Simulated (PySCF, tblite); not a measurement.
# C₅H₉BF₂Si: geometry, infrared bands and NMR shifts

What infrared bands and NMR shifts should C₅H₉BF₂Si (`FB(C[SiH3])C1=CC[C@@H]1F`) show?

The runs use tblite 0.8.0 and PySCF 2.14.0, with density-fitted response routines of our own; the level of theory stands in each step. All values are computed, except where a source is named. Atoms count from 0, in the outputs and in this text.

## 1. Starting geometry

18 atoms, charge 0, multiplicity 1; geometry from: force field or distance geometry start.

Bonds of the start (Å): F0–B1 1.46, B1–C2 1.60, C2–Si3 1.87, B1–C4 1.58, C4–C5 1.31, C5–C6 1.46, C6–C7 1.50, C7–F8 1.37, C7–C4 1.46, C2–H9 1.10, C2–H10 1.11, Si3–H11 1.47, Si3–H12 1.47, Si3–H13 1.49, C5–H14 1.10, C6–H15 1.10, C6–H16 1.11, C7–H17 1.14.

## 2. Geometry optimisation with GFN2-xTB

The job: settings as JSON, then the geometry in Å.

```
{"job": {"kind": "relax", "xc": "GFN2-xTB", "basis": "xTB"}, "charge": 0, "multiplicity": 1}
F      1.532500    -0.195500    -1.891700
B      0.648200    -0.585100    -0.798200
C      1.286500    -0.469600     0.663000
Si     3.111300    -0.132500     0.476500
C     -0.845300    -0.096600    -0.934400
C     -1.602600     0.467200    -1.848600
C     -2.821000     0.522500    -1.044800
C     -1.963900    -0.119600     0.005100
F     -1.788500     0.603800     1.160900
H      1.128500    -1.379200     1.261000
H      0.801200     0.380100     1.195000
H      3.599500     0.839600     1.461800
H      3.401100     0.436900    -0.843300
H      3.884800    -1.390900     0.667800
H     -1.393200     0.808300    -2.877700
H     -3.689600    -0.056100    -1.394800
H     -3.032800     1.571900    -0.752400
H     -2.265400    -1.198700     0.218500
```

On the command line:

```bash
OMP_NUM_THREADS=1 python probes_run.py task.json out
```

This one command runs all jobs of the session in turn.

**Question.** This job is followed by: GFN2-xTB harmonic vibrations, gas phase; GIAO PBE0/pcSseg-1 NMR shielding, non-relativistic, gas phase. Predict these results of the whole session: strongest single infrared mode (GFN2-xTB); zero-point energy (GFN2-xTB); 13C shifts against TMS (PBE0/pcSseg-1); 1H shifts against TMS (PBE0/pcSseg-1, means over atoms taken as alike); 19F shifts against CFCl3 (PBE0/pcSseg-1); 11B shifts against BF3·OEt2 (PBE0/pcSseg-1); 29Si shifts against TMS (PBE0/pcSseg-1); surface potential, 1st and 99th percentile.

As calculated:

```
                                                              quantity                                         value
                             strongest single infrared mode (GFN2-xTB)                          791 cm⁻¹, 421 km/mol
                                          zero-point energy (GFN2-xTB)                                 78.5 kcal/mol
                                13C shifts against TMS (PBE0/pcSseg-1)             168.6, 161.6, 90.6, 42.9, 6.1 ppm
1H shifts against TMS (PBE0/pcSseg-1, means over atoms taken as alike)  7.54, 5.60, 4.06, 3.02, 2.90, 0.88, 0.66 ppm
                              19F shifts against CFCl3 (PBE0/pcSseg-1)                             -46.6, -195.4 ppm
                           11B shifts against BF3·OEt2 (PBE0/pcSseg-1)                                      45.9 ppm
                               29Si shifts against TMS (PBE0/pcSseg-1)                                     -75.0 ppm
                                 surface potential, 1st and 99th percentile                            -0.99 V and 1.07 V
```

The optimisation took 152 steps and gained 1.247 eV; among the close pairs (by a distance rule), F0–B1 changed most, from 1.459 to 1.335 Å. All 48 modes are real, so the xTB geometry is a minimum. The strongest single mode, at 791 cm⁻¹, is spread over several atoms, H11, H13, H12 among them. Unscaled tight-binding wavenumbers are off by several per cent, some by more. Its intensities can rank the bands wrongly. The most deshielded hydrogen is H14 (hydrogen on an alkene CH), at 7.54 ppm: attached to an sp2 carbon and in the plane of the double bond. At PBE0/pcSseg-1: The largest span, 420 ppm, is at F0, where the paramagnetic term is -251 ppm. By nearest atom (PBE0/pcSseg-1), the HOMO sits on C4 35 %; C5 27 % and the LUMO on C5 28 %; B1 27 %.
